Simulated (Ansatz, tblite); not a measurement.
# B₄H₄S: chosen isomers compared

The task here is to estimate one member of a computed series from the others.

The runs use Ansatz 0.2.0, Gaussian basis; relaxed with r2SCAN-D4/def2-SVP, singlet.

2 further runs of the same task are left out: 2 set aside as unsound or not needed.

## The system as given

9 atoms, charge 0, spin multiplicity 1.

Atoms are counted from 1 here; the program's logs count them from 0.

Bond lengths: B1–B2 1.571 Å, B1–B3 1.753 Å, B1–B4 1.805 Å, B1–S5 2.029 Å, B1–H6 1.163 Å, B2–B4 1.753 Å, B2–S5 1.874 Å, B2–H7 1.164 Å, B3–B4 1.572 Å, B3–S5 1.872 Å, B3–H8 1.164 Å, B4–S5 2.030 Å, B4–H9 1.163 Å. Angles: B2–B1–B3 104.2°, B2–B1–B4 62.1°, B2–B1–S5 61.2°, B2–B1–H6 140.8°, B3–B1–B4 52.4°, B3–B1–S5 58.8°, B3–B1–H6 112.1°, B4–B1–S5 63.6°, B4–B1–H6 155.9°, S5–B1–H6 128.2°, B1–B2–B4 65.5°, B1–B2–S5 71.5°, B1–B2–H7 156.4°, B4–B2–S5 68.0°, B4–B2–H7 135.2°, S5–B2–H7 122.8°, B1–B3–B4 65.5°, B1–B3–S5 68.0° and more.

Geometry (Å):

```xyz
9
charge 0, multiplicity 1
B     0.70595   -0.68772   -0.06961
B     0.84842    0.76363   -0.65485
B    -0.82894   -0.66207    0.77780
B    -0.80147    0.18220   -0.54796
S     0.17033    0.89017    1.08739
H     1.35307   -1.60869    0.22467
H     1.37816    1.65068   -1.19067
H    -1.30874   -1.28488    1.63606
H    -1.51678    0.75669   -1.26282
```

The isomers as started, chosen beforehand: A: closo-2-SB4 (no H on S); B: closo-1-SB4 (no H on S). The structure above is A.

Set-up of the first run:

in.yaml reads:

```yaml
crystal:
  periodic: [false, false, false]
  atoms:
    - {symbol: B, position_ang: [0.705950, -0.687720, -0.069610]}
    - {symbol: B, position_ang: [0.848420, 0.763630, -0.654850]}
    - {symbol: B, position_ang: [-0.828940, -0.662070, 0.777800]}
    - {symbol: B, position_ang: [-0.801470, 0.182200, -0.547960]}
    - {symbol: S, position_ang: [0.170330, 0.890170, 1.087390]}
    - {symbol: H, position_ang: [1.353070, -1.608690, 0.224670]}
    - {symbol: H, position_ang: [1.378160, 1.650680, -1.190670]}
    - {symbol: H, position_ang: [-1.308740, -1.284880, 1.636060]}
    - {symbol: H, position_ang: [-1.516780, 0.756690, -1.262820]}
basis:
  gaussian: {orbitals: def2-SVP}
hamiltonian: {xc: r2scan, dispersion: d4}
scf: {omitted_lower_state_checks: [starts]}
output: {orbitals: {seedname: orbitals}}
relax: {f_tol: 0.02, max_steps: 100}
```

On the command line:

```bash
$ ansatz run in.yaml --threads 2 --pin off --events-out ev --progress --plain --max-ram 4352MiB
```

Steps of the session up to this table: Relaxing candidate A; Relaxing candidate B; Candidate A, first pass, PBE0-D4/def2-SVP; Candidate A, PBE0-D4/def2-TZVP; Candidate A, PBE-D4/def2-TZVP; Candidate A, r2SCAN-D4/def2-TZVP; Candidate A, HF/def2-TZVP; Candidate A, LDA/def2-TZVP; Candidate A, LC-ωPBE/def2-TZVP; Candidate A, PBE-D4/def2-SVP; Candidate A, PBE0-D4/def2-SVP; Candidate A, CCSD(T)/def2-TZVPP; Candidate A, MP2/def2-TZVP.

One of the session's tables, all rows but one given; the rest of the session is left out.

| method | A above B (eV) |
| --- | --- |
| GFN1-xTB | 0.868 |
| GFN2-xTB | 0.679 |
| HF/def2-TZVP | 1.483 |
| HF/def2-TZVPP | 1.482 |
| LDA/def2-TZVP | 0.971 |
| PBE-D4/def2-SVP | 1.074 |
| PBE-D4/def2-TZVP | 1.012 |
| r2SCAN-D4/def2-TZVP | 1.061 |
| PBE0-D4/def2-SVP | 1.179 |
| PBE0-D4/def2-TZVP | ? |
| LC-ωPBE/def2-TZVP | 1.236 |
| MP2/def2-TZVP | 1.070 |
| MP2/def2-TZVPP | 1.079 |
| CCSD/def2-TZVPP | 1.260 |
| CCSD(T)/def2-TZVPP | 1.194 |

**Question.** Estimate the row for PBE0-D4/def2-TZVP.

The run gave: A above B (eV): 1.113. In the column «A above B (eV)» it lies between MP2/def2-TZVPP (1.079) and PBE0-D4/def2-SVP (1.179).

Among the levels timed on like hardware and quicker than the yardstick, those that no quicker one beats, quickest first: GFN2-xTB (0.008 s, -0.515 eV); GFN1-xTB (0.012 s, -0.325 eV); PBE0-D4/def2-SVP (2.2 s, -0.014 eV).

Times add the two runs; a level without a time comes out of a correlated run. The closed-shell reference under CCSD(T)/def2-TZVPP is unstable towards broken spin symmetry, which adds to the doubt on it.

Limits of these values: Only singlets are compared; another spin may lie lower and prefer another shape.
